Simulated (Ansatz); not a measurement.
# doublet C4H4Si+ at 4 levels

Aim: a comparison of 4 runs (UB3LYP/6-31G*, U-revPBE/cc-pVDZ, RPA@PBE0/cc-pVDZ, UCCSD(T)/cc-pVDZ) of doublet C4H4Si+. 

The calculation is run with Ansatz 0.2.0.

42 further runs of the same task are left out: 42 set aside as unsound or not needed.

### Step 1. The system as given

The species is C4H4Si+ (9 atoms), meant as a doublet with charge +1. SMILES of the parent species: `C#C[SiH2]C#C`. Geometry: relaxed at PBE0-D4/def2-TZVP. That shape belongs to the parent species and isn't relaxed for this state.

Bond lengths: C1–C2 1.205 Å, C2–Si3 1.821 Å, Si3–C4 1.821 Å, C4–C5 1.206 Å, C1–H6 1.066 Å, Si3–H7 1.481 Å, Si3–H8 1.481 Å, C5–H9 1.066 Å. Angles: C1–C2–Si3 179.3°, C2–Si3–C4 109.7°, Si3–C4–C5 179.3°, C2–C1–H6 179.8°, C2–Si3–H7 109.3°, C2–Si3–H8 109.3°, C4–Si3–H7 109.3°, C4–Si3–H8 109.3°, C4–C5–H9 179.8°, H7–Si3–H8 109.9°.

### Step 2. A single-point energy at UB3LYP/6-31G(d) (Cartesian functions) (run 1)

Contents of molecule.yaml:

```yaml
crystal:
  periodic: [false, false, false]
  atoms:
    - symbol: C
      position_ang: [1.986100, -0.068000, 1.693000]
    - symbol: C
      position_ang: [1.245000, -0.318200, 0.775800]
    - symbol: Si
      position_ang: [0.139500, -0.713800, -0.616400]
    - symbol: C
      position_ang: [-1.252900, 0.459600, -0.648400]
    - symbol: C
      position_ang: [-2.180600, 1.228700, -0.681700]
    - symbol: H
      position_ang: [2.639600, 0.155600, 2.505100]
    - symbol: H
      position_ang: [0.896100, -0.611400, -1.885800]
    - symbol: H
      position_ang: [-0.384600, -2.089300, -0.450100]
    - symbol: H
      position_ang: [-2.999800, 1.910300, -0.708600]
basis:
  gaussian:
    orbitals: "6-31G*"
magnetization:
  spin_polarized: true
  initial_magnetization: 1
output:
  orbitals: {seedname: orbitals}
total_charge: 1
hamiltonian:
  xc: {name: B3LYP}
accuracy: high
```

Launch:

```console
$ ansatz run molecule.yaml --threads 1 --pin off --max-ram 3480MiB --events-out events.jsonl --progress --plain --runs-dir runs
```

What it wrote:

```text
Warning: RAYON_NUM_THREADS=1 ignored (pool sized by the plan → 1); use --threads N
Functional definition: B3LYP
  name "B3LYP"
  parameter a0 = 0.2
  parameter ax = 0.72
  parameter ac = 0.81
  exchange = (1 - a0 - ax)*slater_x + ax*b88_x + a0*exact_x
  correlation = (1 - ac)*vwn_rpa_c + ac*lyp_c
1852 factors; integrals over basis functions are off by at most 3.6e-9 eV
mean field evaluation 1: about -12064.2695 eV, gradient 4.7e1 eV
mean field evaluation 2: about -12054.6135 eV, gradient 6.1e1 eV
mean field evaluation 4: about -12077.0515 eV, gradient 3.9e0 eV
mean field evaluation 8: about -12077.1753 eV, gradient 1.1e-1 eV
mean field evaluation 16: about -12077.3260 eV, gradient 1.6e-3 eV
mean field evaluation 32: about -12077.3260 eV, gradient 7.8e-7 eV
mean field evaluation 64: about -12077.0765 eV, gradient 6.9e-1 eV
mean field -12077.32602697 eV, -443.8335451856 hartree, gradient 3.1e-8 eV, S^2 0.754039; 7 other end points of the search recorded, 0 dependent functions left out
reference -12077.32606845 eV, -443.8335467099 hartree; 21, 20 occupied and 66, 67 virtual orbitals, 1852 factors
Total energy: -12077.32606845 eV, -443.8335467099 hartree
```

Run time: 14 s. Hardware: 1 thread of AMD EPYC 9R45 (Zen 5), shared host; peak memory 0.46 GiB.

### Step 3. A single-point energy at U-revPBE/cc-pVDZ (run 2)

Contents of run.yaml:

```yaml
basis:
  gaussian:
    orbitals: cc-pVDZ
crystal:
  periodic: [false, false, false]
  atoms:
    - {symbol: C, position_ang: [1.986100, -0.068000, 1.693000]}
    - {symbol: C, position_ang: [1.245000, -0.318200, 0.775800]}
    - {symbol: Si, position_ang: [0.139500, -0.713800, -0.616400]}
    - {symbol: C, position_ang: [-1.252900, 0.459600, -0.648400]}
    - {symbol: C, position_ang: [-2.180600, 1.228700, -0.681700]}
    - {symbol: H, position_ang: [2.639600, 0.155600, 2.505100]}
    - {symbol: H, position_ang: [0.896100, -0.611400, -1.885800]}
    - {symbol: H, position_ang: [-0.384600, -2.089300, -0.450100]}
    - {symbol: H, position_ang: [-2.999800, 1.910300, -0.708600]}
accuracy: high
output: {orbitals: {seedname: orbitals}}
total_charge: 1
magnetization:
  spin_polarized: true
  initial_magnetization: 1
hamiltonian:
  xc: {name: revPBE}
```

Launch:

```console
$ ansatz run run.yaml --threads 1 --pin off --max-ram 3480MiB --events-out events.jsonl --progress --plain --runs-dir runs
```

What it wrote:

```text
Warning: RAYON_NUM_THREADS=1 ignored (pool sized by the plan → 1); use --threads N
Functional definition: revPBE
  name "revPBE"
  parameter kappa = 1.245
  parameter beta = 0.06672455060314922
  exchange = pbe_x(kappa = kappa, mu = beta*pi^2/3)
  correlation = pbe_c(beta = beta)
2067 factors; integrals over basis functions are off by at most 4.4e-9 eV
mean field evaluation 1: about -12057.9988 eV, gradient 5.0e1 eV
mean field evaluation 2: about -12001.8379 eV, gradient 1.1e2 eV
mean field evaluation 4: about -12068.8324 eV, gradient 3.1e1 eV
mean field evaluation 8: about -12074.7621 eV, gradient 1.7e0 eV
mean field evaluation 16: about -12074.7755 eV, gradient 8.1e-3 eV
mean field evaluation 32: about -12074.7755 eV, gradient 1.2e-7 eV
mean field evaluation 64: about -12074.7614 eV, gradient 1.2e0 eV
mean field -12074.77549652 eV, -443.7398149202 hartree, gradient 4.6e-8 eV, S^2 0.752125; 7 other end points of the search recorded, 0 dependent functions left out
reference -12074.77550115 eV, -443.7398150905 hartree; 21, 20 occupied and 73, 74 virtual orbitals, 2067 factors
Total energy: -12074.77550115 eV, -443.7398150905 hartree
```

Wall time 7.2 s (1 thread of AMD EPYC 9R45 (Zen 5), shared host); peak memory 0.33 GiB.

Run 3 isn't shown in full; the table further down has it.

### Step 4. The energy at UCCSD(T)/cc-pVDZ (run 4)

Contents of molecule.yaml:

```yaml
basis:
  gaussian:
    orbitals: cc-pVDZ
crystal:
  periodic: [false, false, false]
  atoms:
    - {symbol: C, position_ang: [1.986100, -0.068000, 1.693000]}
    - {symbol: C, position_ang: [1.245000, -0.318200, 0.775800]}
    - {symbol: Si, position_ang: [0.139500, -0.713800, -0.616400]}
    - {symbol: C, position_ang: [-1.252900, 0.459600, -0.648400]}
    - {symbol: C, position_ang: [-2.180600, 1.228700, -0.681700]}
    - {symbol: H, position_ang: [2.639600, 0.155600, 2.505100]}
    - {symbol: H, position_ang: [0.896100, -0.611400, -1.885800]}
    - {symbol: H, position_ang: [-0.384600, -2.089300, -0.450100]}
    - {symbol: H, position_ang: [-2.999800, 1.910300, -0.708600]}
total_charge: 1
magnetization:
  spin_polarized: true
  initial_magnetization: 1
correlation:
  method: ccsd_t
  frozen_orbitals: {C: 1, H: 0, Si: 5}
accuracy: high
scf:
  omitted_lower_state_checks: [cluster_reference, increment]
```

Launch:

```console
$ ansatz run molecule.yaml --threads 1 --pin off --max-ram 3480MiB --events-out events.jsonl --progress --plain --runs-dir runs
```

What it wrote:

```text
Warning: RAYON_NUM_THREADS=1 ignored (pool sized by the plan → 1); use --threads N
[... 20 lines left out ...]
9 core orbitals not correlated: weight in the atoms' cores, before any rotation towards them, 1.000 or more for the frozen orbitals, at most 0.000 for the correlated occupied ones
[... 65 lines left out ...]
Total energy: -12051.80390516 eV, -442.8956245087 hartree
Checks for a lower state left out: cluster_reference, increment
```

It took 70 s on 1 thread of AMD EPYC 9R45 (Zen 5), shared host; peak memory 1.2 GiB.

### Step 5. Overview of the runs

```csv
run,level,Cartesian functions,frozen core orbitals,energy (Eh),⟨S²⟩,wall time
1,UB3LYP/6-31G* (Cartesian functions),yes,–,-443.833547,0.754,14 s
2,U-revPBE/cc-pVDZ,no,–,-443.739815,0.752,7.2 s
3,RPA@PBE0/cc-pVDZ,no,9,-443.091203,0.756,23 s
4,UCCSD(T)/cc-pVDZ,no,9,-442.895625,0.756,70 s
```

### Step 6. Results

| quantity | value |
| --- | --- |
| run 4: total energy | -442.89562 Eh |
| run 4: correlation energy (9 core orbitals frozen) | -613.3 mEh |
| run 4: (T) correction | -25.07 mEh |
| run 4: ⟨S²⟩ of the reference determinant | 0.756 |
| run 4: T1 diagnostic | 0.045 |

What this shows: Totals of different functionals can't be ranked against each other. All runs together took 1.9 min, the longest 70 s.
